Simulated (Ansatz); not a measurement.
# GaH2 (quartet): wave-function methods side by side, cc-pVQZ

One table from this session's results is given with a row withheld; the runs are named, their logs left out.

Program: Ansatz 0.2.0, Gaussian basis. Level of theory: cc-pVQZ, core rule «outside noble gas», up to 14 orbitals frozen. These are calculated values, not measurements.

To be run: UHF; CCSD(T) on ROHF; CCSD(T) on UHF; BCCD(T) on ROHF; CCSDT(Q) on ROHF; CCSDT(Q) on UHF; CASSCF and MRCISD+Q, 5 electrons in 6 orbitals; CASSCF and NEVPT2, 5 electrons in 6 orbitals.

4 further runs of the same task are left out: 1 that didn't finish, 3 set aside as unsound or not needed.

## The system

The geometry is a PBE0/def2-TZVP stationary point (not a proven minimum) of the parent state, kept for this charge and spin. No spin-orbit coupling is included. The filled d shell of Ga may be among the frozen orbitals whatever the setting's name suggests; the logs give the count.

3 atoms, charge 0, spin multiplicity 4.

Atoms are counted from 1 here; the program's logs count them from 0.

Bond lengths: Ga1–H2 1.593 Å, Ga1–H3 1.593 Å. Angles: H2–Ga1–H3 120.5°.

The first run:

Contents of in.yaml:

```yaml
crystal:
  periodic: [false, false, false]
  atoms:
    - {symbol: Ga, position_ang: [0.000000, -0.022229, 0.000000]}
    - {symbol: H, position_ang: [0.000000, 0.768845, -1.383112]}
    - {symbol: H, position_ang: [0.000000, 0.768845, 1.383112]}
basis:
  gaussian: {orbitals: cc-pVQZ}
magnetization: {spin_polarized: true, initial_magnetization: 3}
hamiltonian: {xc: hf}
output: {orbitals: {seedname: orbitals}}
```

Command:

```
> ansatz run in.yaml --threads 1 --pin off --events-out ev --progress --plain --max-ram 2513MiB --backend cpu
```

Among the steps run: UHF; CCSD(T) on ROHF; CCSD(T) on UHF; BCCD(T) on ROHF; CCSDT(Q) on ROHF; CCSDT(Q) on UHF; CASSCF and MRCISD+Q, 5 electrons in 6 orbitals; CASSCF and NEVPT2, 5 electrons in 6 orbitals.

One table of the session follows, with a row left open; its other results are not shown here.

It belongs to the step «Misses and costs». 

```
          method  from RCCSDT(Q) (meV)
             UHF                     ?
            RMP2                +527.6
            UMP2                +580.3
           RCCSD                +109.1
           UCCSD                 +75.9
        RCCSD(T)                 +23.1
        UCCSD(T)                  -2.3
         BCCD(T)                 +23.9
          RCCSDT                  +3.1
          UCCSDT                 -22.4
       RCCSDT(Q)                     0
       UCCSDT(Q)                 -25.1
  CASSCF valence               +1403.5
  NEVPT2 valence                +355.1
  MRCISD valence                 +54.8
MRCISD+Q valence                   0.0
```

Estimate the missing values for UHF.

**Answer.** from RCCSDT(Q) (meV): +2164.1. In the column «from RCCSDT(Q) (meV)» it is the highest.

Left out of the table: ROHF (another determinant or state than the rows shown).

Limits of these values: The report flags that the cluster equations may have other roots. The program flags RCCSD(T), BCCD(T), RCCSDT(Q) as in doubt, so the zero of the table is itself unsure. Warnings: coupled cluster took another determinant than the lowest. Restricted and unrestricted rows rest on different reference determinants; where their highest levels disagree by more than a few hundredths of an eV, they describe different states and don't form one ladder.
